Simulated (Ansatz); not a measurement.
# CH3CuF3PS: how energies converge with the basis set

One table from this session's results is given with a row withheld; the runs are named, their logs left out.

Computed with Ansatz 0.2.0, Gaussian basis. Level: one geometry, several basis sets.

Levels to be run: PBE0-D4/def2-SVP; ωB97M-V/def2-SVP; PBE0-D4/def2-QZVPP; ωB97M-V/def2-QZVPP; the functionals' def2-TZVPP values are taken from earlier runs.

### Structure used throughout

All runs share one geometry, relaxed beforehand with PBE0-D4 in a triple-zeta def2 set.

SMILES `C[S][Cu-][P+](F)(F)F`, 10 atoms, charge 0, spin multiplicity 1.

Atoms are counted from 1 here; the program's logs count them from 0.

Bond lengths: C1–S2 1.823 Å, C1–H8 1.091 Å, C1–H9 1.090 Å, C1–H10 1.090 Å, S2–Cu3 2.128 Å, Cu3–P4 2.141 Å, P4–F5 1.549 Å, P4–F6 1.550 Å, P4–F7 1.549 Å. Angles: S2–C1–H8 107.1°, S2–C1–H9 111.8°, S2–C1–H10 111.7°, H8–C1–H9 108.3°, H8–C1–H10 108.3°, H9–C1–H10 109.4°, C1–S2–Cu3 104.6°, S2–Cu3–P4 177.8°, Cu3–P4–F5 118.2°, Cu3–P4–F6 119.2°, Cu3–P4–F7 117.4°, F5–P4–F6 99.3°, F5–P4–F7 99.8°, F6–P4–F7 99.2°.

The first run:

Contents of in.yaml:

```yaml
crystal:
  periodic: [false, false, false]
  atoms:
    - {symbol: C, position_ang: [0.797325, -1.921663, 1.521599]}
    - {symbol: S, position_ang: [1.796050, -0.976829, 0.324483]}
    - {symbol: Cu, position_ang: [0.437795, 0.428387, -0.517705]}
    - {symbol: P, position_ang: [-0.874494, 1.854706, -1.427729]}
    - {symbol: F, position_ang: [-0.578834, 2.295425, -2.882693]}
    - {symbol: F, position_ang: [-1.045734, 3.249528, -0.774002]}
    - {symbol: F, position_ang: [-2.366723, 1.462594, -1.568469]}
    - {symbol: H, position_ang: [1.458579, -2.655874, 1.983378]}
    - {symbol: H, position_ang: [0.395038, -1.281869, 2.306499]}
    - {symbol: H, position_ang: [-0.019000, -2.454404, 1.034630]}
basis:
  gaussian: {orbitals: def2-SVP}
hamiltonian: {xc: pbe0, dispersion: d4}
output: {orbitals: {seedname: orbitals}}
```

The run is started by

```
> ansatz run in.yaml --threads 4 --pin off --events-out ev --progress --plain --max-ram 11315MiB
```

Among the steps run: PBE0-D4 in def2-SVP; ωB97M-V in def2-SVP; PBE0-D4 in def2-QZVPP; ωB97M-V in def2-QZVPP.

One of the session's tables, all rows but one given; the rest of the session is left out.

It belongs to the step «Functionals by basis». 

| functional | basis | HOMO (eV) |
| --- | --- | --- |
| PBE0-D4 | def2-SVP | ? |
| PBE0-D4 | def2-TZVPP | -5.86 |
| PBE0-D4 | def2-QZVPP | -5.93 |
| ωB97M-V | def2-SVP | -7.61 |
| ωB97M-V | def2-TZVPP | -7.95 |
| ωB97M-V | def2-QZVPP | -8.02 |

Estimate the missing values for PBE0-D4, def2-SVP.

As computed: HOMO (eV): -5.56. In the column «HOMO (eV)» it is the highest.
